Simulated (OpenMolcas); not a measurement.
# SiHCl3 (trichlorosilane): a chain of runs

Aim: a series of 8 runs (UHF/def2-SVPD, CASSCF(2,2)/def2-SVPD, CASPT2(2,2)/def2-SVPD, CASPT2[IPEA 0](2,2)/def2-SVPD, SC-NEVPT2(2,2)/def2-SVPD, PC-NEVPT2(2,2)/def2-SVPD, MC-PDFT[tPBE](2,2)/def2-SVPD, MC-PDFT[ftPBE](2,2)/def2-SVPD) of SiHCl3 (trichlorosilane). 

The calculation is run with OpenMolcas 26.06.

## (1) The system as given

SiHCl3: 5 atoms, total charge 0, spin state singlet. SMILES: `Cl[SiH](Cl)Cl`. The Si2–Cl3 distance was set to 3.653 Å, away from the relaxed value. At this shape a bond of the SMILES string is far longer than usual.

Bond lengths: Cl1–Si2 2.030 Å, Si2–Cl4 2.030 Å, Si2–H5 1.469 Å. Angles: Cl1–Si2–Cl4 109.5°, Cl1–Si2–H5 109.5°, Cl4–Si2–H5 109.4°. A long bond or contact: Si2–Cl3 3.653 Å.

## (2) The energy at UHF/def2-SVPD (RICD fitting) (run 1)

Contents of geom.xyz:

```xyz
5

Cl     1.611732    -2.128501     1.345252
Si    -0.160498    -1.569761     0.528812
Cl     0.017700     1.933700    -0.491290
Cl    -0.555218    -2.727591    -1.090818
H     -1.230508    -1.736131     1.521522
```

Contents of step1.input:

```
>>> EXPORT MOLCAS_PRINT=2
&GATEWAY
BasLib=$CurrDir
Coord=geom.xyz
Basis=def2-SVPD
Group=NoSym
RICD
&SEWARD
&SCF
UHF
Scramble=0.25
PrOrbitals=0
```

The basis set def2-SVPD is read from a file made from the Basis Set Exchange's data (not shown).

Command:

```
export MOLCAS_MEM=1860
pymolcas step1.input > step1.log
```

The log of the run:

```text
--- Start Module: gateway ---
[...]
--- Stop Module: gateway /rc=_RC_ALL_IS_WELL_ ---
--- Start Module: seward ---
[...]
      Basis functions          113
--- Stop Module: seward /rc=_RC_ALL_IS_WELL_ ---
[...]
--- Start Module: scf ---
[...]
       Convergence after  36 Iterations
[...]
::    Total SCF energy                              -1667.5377593461
[...]
      Total spin, S                                     0.5843812550
[...]
      Total electronic charge=   66.000000
      Total            charge=   -0.000000
[...]
      Dipole Moment (debye):
      Origin of the operator (angstrom)=    0.2378   -1.1043    0.0601
                   X= -7.8474E-01               Y=  7.9021E-02               Z=  6.7863E-01           Total=  1.0405E+00
      Quadrupole Moment (debye*angstrom):
[...]
--- Stop Module: scf /rc=_RC_ALL_IS_WELL_ ---
[...]
```

It took 15 s on 1 thread of Arm Neoverse V2, shared host; peak memory 0.089 GiB.

## (3) A single-point energy at CASSCF(2,2)/def2-SVPD (RICD fitting) (run 2)

geom.xyz is that of step 2.

Contents of step2.input:

```
&GATEWAY
 BasLib = $CurrDir
 Coord = geom.xyz
 Basis = def2-SVPD
 Group = NoSym
 RICD

&SEWARD

&RASSCF
 FileOrb = $CurrDir/step1.UnaOrb
 Spin = 1
 Nactel = 2 0 0
 Inactive = 32
 Ras2 = 2
 OrbListing = Few
```

The basis set def2-SVPD is read from a file made from the Basis Set Exchange's data (not shown).

Command:

```
export MOLCAS_MEM=1860
pymolcas step2.input > step2.log
```

The log of the run:

```text
--- Start Module: gateway ---
[...]
--- Stop Module: gateway /rc=_RC_ALL_IS_WELL_ ---
--- Start Module: seward ---
[...]
      Basis functions          113
--- Stop Module: seward /rc=_RC_ALL_IS_WELL_ ---
[...]
--- Start Module: rasscf ---
[...]
      Number of active orbitals                  2
[...]
      Spin quantum number                      0.0
[...]
      Active orbitals                            2
[...]
      Number of CSFs                             3
[...]
      Number of root(s) required                 1
[...]
      Convergence after 19 iterations
[...]
      printout of CI-coefficients larger than  0.05 for root  1
      energy=   -1667.542083
      conf/sym  11     Coeff  Weight
             1  20  -0.88837 0.78919
             3  02   0.45914 0.21081
      Natural orbitals and occupation numbers for root  1
      sym 1:   1.578387   0.421613
      ************************************************************************************************************************
      *                                                    Final results                                                     *
[...]
::    RASSCF root number  1 Total energy:  -1667.54208335
[...]
      Total electronic charge=   66.000000
      Total            charge=   -0.000000
[...]
      Dipole Moment (debye):
      Origin of the operator (angstrom)=    0.2378   -1.1043    0.0601
                   X= -7.7366E-01               Y= -1.0901E+00               Z=  9.5630E-01           Total=  1.6436E+00
      Quadrupole Moment (debye*angstrom):
[...]
--- Stop Module: rasscf /rc=_RC_ALL_IS_WELL_ ---
[...]
```

Wall time 9 s (1 thread of Arm Neoverse V2, shared host); peak memory 0.093 GiB.

## (4) The energy at CASPT2(2,2)/def2-SVPD (RICD fitting) (run 3)

geom.xyz is that of step 3.

Contents of step3.input:

```
* Cl3HSi CASPT2
&gateway
baslib=$CurrDir
coord=geom.xyz
basis=def2-SVPD
group=NoSym
ricd
&seward
&rasscf
fileorb=$CurrDir/step2.RasOrb
spin=1
nactel=2 0 0
inactive=32
ras2=2
orblisting=Few
&caspt2
ipea=0.25
imaginary=0.1
frozen=20
```

The basis set def2-SVPD is read from a file made from the Basis Set Exchange's data (not shown).

Command:

```
export MOLCAS_MEM=1860
pymolcas step3.input > step3.log
```

The log of the run:

```text
--- Start Module: gateway ---
[...]
--- Stop Module: gateway /rc=_RC_ALL_IS_WELL_ ---
[...]
      Basis functions          113
[...]
--- Start Module: rasscf ---
[...]
      Number of active orbitals                  2
[...]
      Spin quantum number                      0.0
[...]
      Active orbitals                            2
[...]
      Number of CSFs                             3
[...]
      Number of root(s) required                 1
[...]
      Convergence after  4 iterations
[...]
      printout of CI-coefficients larger than  0.05 for root  1
      energy=   -1667.542083
      conf/sym  11     Coeff  Weight
             1  20  -0.88836 0.78919
             3  02   0.45914 0.21081
      Natural orbitals and occupation numbers for root  1
      sym 1:   1.578384   0.421616
      ************************************************************************************************************************
      *                                                    Final results                                                     *
[...]
::    RASSCF root number  1 Total energy:  -1667.54208335
[...]
      Total electronic charge=   66.000000
      Total            charge=   -0.000000
[...]
      Dipole Moment (debye):
      Origin of the operator (angstrom)=    0.2378   -1.1043    0.0601
                   X= -7.7367E-01               Y= -1.0900E+00               Z=  9.5630E-01           Total=  1.6436E+00
      Quadrupole Moment (debye*angstrom):
[...]
--- Stop Module: rasscf /rc=_RC_ALL_IS_WELL_ ---
[...]
--- Start Module: caspt2 ---
[...]
 ###    WARNING: User changed nr of frozen orbitals.                         ###
 ###############################################################################
[...]
      E2 (Variational):          -0.5066173277
      Total energy:           -1668.0487006775
[...]
      Reference weight:           0.82806
[...]
::    CASPT2 Root  1     Total energy:  -1668.04870068
[...]
--- Stop Module: caspt2 /rc=_RC_ALL_IS_WELL_ ---
[...]
```

Wall time 6.3 s (1 thread of Arm Neoverse V2, shared host); peak memory 0.11 GiB.

Runs 4 to 7 aren't shown in full; the table further down has their settings and results.

## (5) The energy at MC-PDFT[ftPBE](2,2)/def2-SVPD (RICD fitting) (run 8)

geom.xyz is that of step 4.

Contents of step8.inp:

```
* Cl3HSi MC-PDFT

&gateway
 baslib=$CurrDir
 coord=geom.xyz
 basis=def2-SVPD
 group=NoSym
 ricd

&seward

&rasscf
 fileorb=$CurrDir/step2.RasOrb
 spin=1
 nactel=2 0 0
 inactive=32
 ras2=2
 orblisting=Few

&mcpdft
 ksdft=FT:PBE
```

The basis set def2-SVPD is read from a file made from the Basis Set Exchange's data (not shown).

Command:

```
export MOLCAS_MEM=1860
pymolcas step8.inp > step8.log
```

The log of the run:

```text
--- Start Module: gateway ---
[...]
--- Stop Module: gateway /rc=_RC_ALL_IS_WELL_ ---
[...]
      Basis functions          113
[...]
--- Start Module: rasscf ---
[...]
      Number of active orbitals                  2
[...]
      Spin quantum number                      0.0
[...]
      Active orbitals                            2
[...]
      Number of CSFs                             3
[...]
      Number of root(s) required                 1
[...]
      Convergence after  4 iterations
[...]
      printout of CI-coefficients larger than  0.05 for root  1
      energy=   -1667.542083
      conf/sym  11     Coeff  Weight
             1  20  -0.88836 0.78919
             3  02   0.45914 0.21081
      Natural orbitals and occupation numbers for root  1
      sym 1:   1.578384   0.421616
      ************************************************************************************************************************
      *                                                    Final results                                                     *
[...]
::    RASSCF root number  1 Total energy:  -1667.54208335
[...]
      Total electronic charge=   66.000000
      Total            charge=   -0.000000
[...]
      Dipole Moment (debye):
      Origin of the operator (angstrom)=    0.2378   -1.1043    0.0601
                   X= -7.7367E-01               Y= -1.0900E+00               Z=  9.5630E-01           Total=  1.6436E+00
      Quadrupole Moment (debye*angstrom):
[...]
--- Stop Module: rasscf /rc=_RC_ALL_IS_WELL_ ---
[...]
--- Start Module: mcpdft ---
[...]
 ###    WARNING: Deprecation warning: KSDF should be replaced                ###
 ###    with FUNC keyword                                                    ###
 ###############################################################################
[...]
::    MCPDFT root number  1 Total energy:  -1669.78019852
--- Stop Module: mcpdft /rc=_RC_ALL_IS_WELL_ ---
[...]
```

Wall time 6 s (1 thread of Arm Neoverse V2, shared host); peak memory 0.093 GiB.

## (6) The series

```csv
run,level,scramble,active rule,energy (Eh),dipole moment (D) of the reference,wall time
1,UHF/def2-SVPD (RICD fitting),0.25,–,-1667.537759,1.04,15 s
2,"CASSCF(2,2)/def2-SVPD (RICD fitting)",–,uhf natural orbitals,-1667.542083,1.64,9 s
3,"CASPT2(2,2)/def2-SVPD (RICD fitting)",–,uhf natural orbitals,-1668.048701,1.64,6.3 s
4,"CASPT2[IPEA 0](2,2)/def2-SVPD (RICD fitting)",–,uhf natural orbitals,-1668.053344,1.64,6 s
5,"SC-NEVPT2(2,2)/def2-SVPD (RICD fitting)",–,uhf natural orbitals,-1668.045265,1.64,5.7 s
6,"PC-NEVPT2(2,2)/def2-SVPD (RICD fitting)",–,uhf natural orbitals,-1668.045400,1.64,5.7 s
7,"MC-PDFT[tPBE](2,2)/def2-SVPD (RICD fitting)",–,uhf natural orbitals,-1669.441180,1.64,5.7 s
8,"MC-PDFT[ftPBE](2,2)/def2-SVPD (RICD fitting)",–,uhf natural orbitals,-1669.780199,1.64,6 s
```

## (7) Outcome

| quantity | value |
| --- | --- |
| run 8, MC-PDFT[ftPBE](2,2)/def2-SVPD: total energy | -1669.78020 Eh |
| run 8, MC-PDFT[ftPBE](2,2)/def2-SVPD: dipole moment (CASSCF density) | 1.64 D |

**Reading.** Below the UHF energy at the same shape and in the same basis (def2-SVPD): CASSCF(2,2) -4.3 mEh; CASPT2(2,2) -510.9 mEh; CASPT2[IPEA 0](2,2) -515.6 mEh; SC-NEVPT2(2,2) -507.5 mEh; PC-NEVPT2(2,2) -507.6 mEh. Active-space methods hold only the correlation inside their space unless a perturbation or CI step follows. Spin contamination of the reference: run 1 ⟨S²⟩ = 0.93. Where it is this large, the reference is a mixture of spin states, and values that rest on it are in doubt. All runs together took 60 s, the longest 15 s.
